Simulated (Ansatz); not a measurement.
Born–Oppenheimer molecular dynamics of a periodic cell of 16 atoms, Si (start crystal Si, start structure diamond, volume 1.15 times the crystal's). It goes on from the last frame of an earlier run, with new velocities.

Method: DFT LDA, scalar-relativistic, plane waves, PAW (Ansatz). Settings: accuracy low, cutoff 420 eV, k mesh 2x2x2, fermi-dirac smearing 0.17 eV, no spin polarisation.

* ensemble: NVT, Langevin thermostat
* time step: 2 fs
* steps asked: 269
* set temperature: 1600 K
* friction: 0.02 /fs
* temperature schedule: 202 steps to 300 K, then 67 steps to 300 K
* seed: 498603

First frame:

```xyz
16
Lattice="0.0000 5.6890 5.6890 5.6890 0.0000 5.6890 5.6890 5.6890 0.0000" Properties=species:S:1:pos:R:3
Si -0.367 -0.425 0.575
Si 1.323 0.623 1.869
Si 2.430 2.390 0.498
Si 3.486 3.805 2.055
Si 2.867 -0.686 2.719
Si 4.014 1.002 4.473
Si 5.362 2.481 3.128
Si 7.250 3.674 4.219
Si 0.162 2.378 3.162
Si 0.915 4.288 4.418
Si 2.290 5.586 2.930
Si 4.136 6.830 4.528
Si 2.047 2.941 5.780
Si 4.187 4.126 6.681
Si 5.647 5.160 5.476
Si 6.921 6.596 6.740
```

Task: What does the run give?

Result: All steps were run.

* steps done: 269
* time covered: 538 fs
* mean temperature over the second half: 531 K
* spread of the potential energy over the second half: 34.2 meV per atom
* mean potential energy of the second half above the start: -291.3 meV per atom

The schedule's set-point averaged 409 K over the second half and the system 531 K, so it lags behind the ramp. A run of 0.54 ps of so small a system gives no equilibrium averages. Limits of this set-up: coarse k mesh, low accuracy level.

Task: What happens to the structure?

Result: Mean squared displacements from the first frame to the last, about the centre of mass: Si 0.29 Å². Another seed would give other details.

Task: How do temperature and energy run in time?

Result: 
```csv
time (fs),T (K),potential energy less start (eV)
0.0,1500,0.000
18.0,1347,-0.328
36.0,1679,-0.401
54.0,1882,-0.454
72.0,1394,0.155
90.0,1312,-0.963
108.0,1407,-1.427
126.0,1373,-0.946
144.0,1007,-0.972
162.0,1611,-1.888
180.0,1234,-1.341
198.0,1205,-2.151
216.0,1234,-2.977
234.0,1379,-3.088
252.0,1052,-3.465
270.0,1058,-3.549
288.0,833,-4.241
306.0,743,-3.755
324.0,746,-3.546
342.0,840,-4.292
360.0,586,-4.431
378.0,446,-4.429
396.0,444,-4.873
414.0,314,-5.033
432.0,393,-5.076
450.0,352,-5.139
468.0,357,-5.192
486.0,234,-5.184
504.0,367,-5.215
522.0,321,-5.019
```

Run time: 12 min on 1 thread of Intel(R) Xeon(R) 6975P-C (Granite Rapids), on a shared host, peak memory 0.66 GiB.
